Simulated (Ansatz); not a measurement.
# Mo: the cost of one run

Computed with Ansatz 0.2.0 (DFT PBEsol, frozen-core PAW, scalar-relativistic unless said, unless a step's input says otherwise).

1 further run of the same task is left out (it didn't finish).

## Step 1: The structure to begin with

The structure is cubic, space group Im-3m (No. 229). Conventional cell: a = 3.147 Å, b = 3.147 Å, c = 3.147 Å, α = 90.00°, β = 90.00°, γ = 90.00°. Around Mo (site symmetry m-3m) lie 8 Mo at 2.73 Å.

Structure file:

```
Mo
1.0
    -1.57342    1.57342    1.57342
     1.57342   -1.57342    1.57342
     1.57342    1.57342   -1.57342
Mo
1
Direct
  0.00000 0.00000 0.00000
```

Cartesian axes are those of the input's lattice vectors. The structure goes back to a database entry.

## Step 2: Cell and atoms relaxed, PAW

Contents of input.yaml:

```yaml
crystal:
  lattice:
    - [-1.573415, 1.573415, 1.573415]
    - [1.573415, -1.573415, 1.573415]
    - [1.573415, 1.573415, -1.573415]
  atoms:
    - { symbol: Mo, position: [0.0, 0.0, 0.0] }
kpoints:
  mp_grid: { grid: [20, 20, 20] }
scf:
  occupations: { method: fermi_dirac, width: 0.1 }
hamiltonian:
  xc: pbesol
  pseudopotentials: { kind: paw }
relax:
  f_tol: 0.002
  max_steps: 80
  cell: {}
output:
  forces: true
  stress: true
```

Started as:

```bash
$ ansatz run input.yaml --threads 2 --pin off --max-ram 10240MiB --backend cpu --events-out ev --progress --plain --runs-dir out
```

**Question.** How long does this run take on 2 threads of Intel Xeon Platinum 8488C (Sapphire Rapids), shared host, and how much memory does it need?

About 3.8 s, with a peak of 0.38 GiB.
